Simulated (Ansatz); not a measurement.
## LiCaF₃, space group Pm-3m: a displacement scan with seeded SCF runs, step by step

With Ansatz 0.2.0 through its Python package.

The cells in order, each with its output:

In [1]:
```python
import warnings

import ansatz
import numpy as np
import pandas as pd

warnings.simplefilter('ignore', ansatz.DeckWarning)
```

In [2]:
```python
lattice = ansatz.Lattice.of(
    [3.761244, 0.0, 0.0],
    [0.0, 3.761244, 0.0],
    [0.0, 0.0, 3.761244],
)
sites = [
    ('Li', [0.5, 0.5, 0.5]),
    ('Ca', [0.0, 0.0, 0.0]),
    ('F', [0.0, 0.5, 0.5]),
    ('F', [0.5, 0.5, 0.0]),
    ('F', [0.5, 0.0, 0.5]),
]
cell = ansatz.Crystal(lattice=lattice)
for symbol, position in sites:
    cell = cell.atom(symbol, position)

cell.resolved().sites[-1]
```
Out [2]:
```text
Site(symbol='F', position=(0.5, 0.0, 0.5), moment=None, axis=None, held=None, saved=None)
```

In [3]:
```python
start = np.array(cell.resolved().sites[2].position)
previous, rows = None, []
for step in range(4):
    target = start + step * 0.005 * np.eye(3)[1]
    calculation = (
        cell.move(2, to=target).calculation()
        .pseudopotentials('paw')
        .occupations(ansatz.OccupationsMethod.METHFESSEL_PAXTON, width=0.05)  # fractional filling near the Fermi level
        .kpoints(4)
        .functional('pbe')
        .forces()  # minus the gradient of the free energy
    )
    session = calculation.session()
    if previous is not None:
        session.seed_next_step(previous)
    previous = session.plan(retain='density').execute()
    r = previous.report
    shift = float(np.linalg.norm((target - start) @ np.array(r['lattice']['cell_ang'])))
    rows.append((step, shift, r['lagrangian_ev'], float(np.linalg.norm(r['forces_ev_ang'][2])), r['n_iterations'], r['n_symmetry_ops']))
rows = [(row[0], row[1], 1000 * (row[2] - rows[0][2]), *row[3:]) for row in rows]
print(pd.DataFrame(rows, columns=['step', 'moved A', 'dE meV', 'force on it eV/A', 'iterations', 'symmetry operations']).round(4).to_string(index=False))
```
```text
 step  moved A  dE meV  force on it eV/A  iterations  symmetry operations
    0   0.0000  0.0000            0.0000           6                   48
    1   0.0188  0.3015            0.0321           5                    4
    2   0.0376  1.2074            0.0644           5                    4
    3   0.0564  2.7227            0.0970           5                    4
```

The structure comes from a database of computed cells and needn't be a stable or known phase. The first step keeps the crystal's symmetry; the moved atom lowers it. Run time: 7.4 s on 1 thread of Arm Neoverse V2 (shared host), peak memory 0.43 GiB.

(Lines on the test bed's own set-up are left out of the output.)
